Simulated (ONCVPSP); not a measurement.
# W: the cost of one run

Program: ONCVPSP 4.0.1.1 (patched build). Reference atom: PBEsol, scalar-relativistic, spherical and spin-unpolarised. All values are calculated.

**1. Settings**

The settings as typed:

| Quantity | Value |
| --- | --- |
| element | tungsten (W, Z = 74) |
| type | optimised norm-conserving Vanderbilt (ONCV) |
| frozen core | [Xe] 4f14 |
| valence charge | 6 |
| reference configuration | 5d4.5 6s1.5 |
| partial waves | 6s: rc 2.55 bohr, ncon 4, nbas 8, qcut 2 1/bohr, 2 projectors, debl 2.7 Ha; p scattering state at 0.35 Ha: rc 2.30 bohr, ncon 3, nbas 7, qcut 3.6 1/bohr, 1 projector; 5d: rc 2.30 bohr, ncon 5, nbas 10, qcut 5.6 1/bohr, local |
| local potential | the d channel |
| core correction | Teter function fitted to the true core (icmod 2), fcfact 0.45 |

The nodes and maxima of the atom's own shells, from an earlier all-electron run, set the scale for the radii.

All-electron outer shells of the reference configuration (PBEsol, scalar-relativistic, ld1.x):

```json
{"shell": "4f", "level (eV)": "-32.20", "outermost node (bohr)": "–", "outermost maximum (bohr)": "0.43"}
{"shell": "6s", "level (eV)": "-5.45", "outermost node (bohr)": "1.28", "outermost maximum (bohr)": "2.67"}
{"shell": "5d", "level (eV)": "-3.89", "outermost node (bohr)": "0.63", "outermost maximum (bohr)": "1.50"}
{"shell": "6p", "level (eV)": "-1.21", "outermost node (bohr)": "1.54", "outermost maximum (bohr)": "3.79"}
```

**2. Generating the potential**

W.dat

```
# ATOM AND REFERENCE CONFIGURATION
# atsym  z   nc   nv     iexc    psfile
  W 74.00   12    2  -116133      upf
#
#   n    l    f
    1    0    2.00
    2    0    2.00
    2    1    6.00
    3    0    2.00
    3    1    6.00
    3    2   10.00
    4    0    2.00
    4    1    6.00
    4    2   10.00
    4    3   14.00
    5    0    2.00
    5    1    6.00
    5    2    4.50
    6    0    1.50
#
# PSEUDOPOTENTIAL AND OPTIMIZATION
# lmax
    2
#
#   l,   rc,      ep,       ncon, nbas, qcut
    0    2.55    0.00    4    8    2.00
    1    2.30    0.35    3    7    3.60
    2    2.30    0.00    5   10    5.60
#
# LOCAL POTENTIAL
# lloc, lpopt,  rc(5),   dvloc0
    2    5    2.30    0.00
#
# VANDERBILT-KLEINMAN-BYLANDER PROJECTORs
# l, nproj, debl
    0    2    2.70
    1    1    3.90
    2    0    1.90
#
# MODEL CORE CHARGE
# icmod, fcfact, rcfact
    2    0.45    0.90
#
# LOG DERIVATIVE ANALYSIS
# epsh1, epsh2, depsh
   -2.00    5.00    0.02
#
# OUTPUT GRID
# rlmax, drl
    6.00    0.01
#
# TEST CONFIGURATIONS
# ncnf
    4
# nvcnf
#   n    l    f
    2
    5    2    4.00
    6    0    2.00
#
    2
    5    2    4.00
    6    0    1.00
#
    2
    5    2    4.00
    6    0    0.00
#
    2
    5    2    3.00
    6    0    0.00
#
```

On the command line:

```console
$ oncvpsp.x < W.dat > W.out
```

**Question.** How long does this run take on 1 thread of Neoverse-N1, shared host?

About 5.6 s.
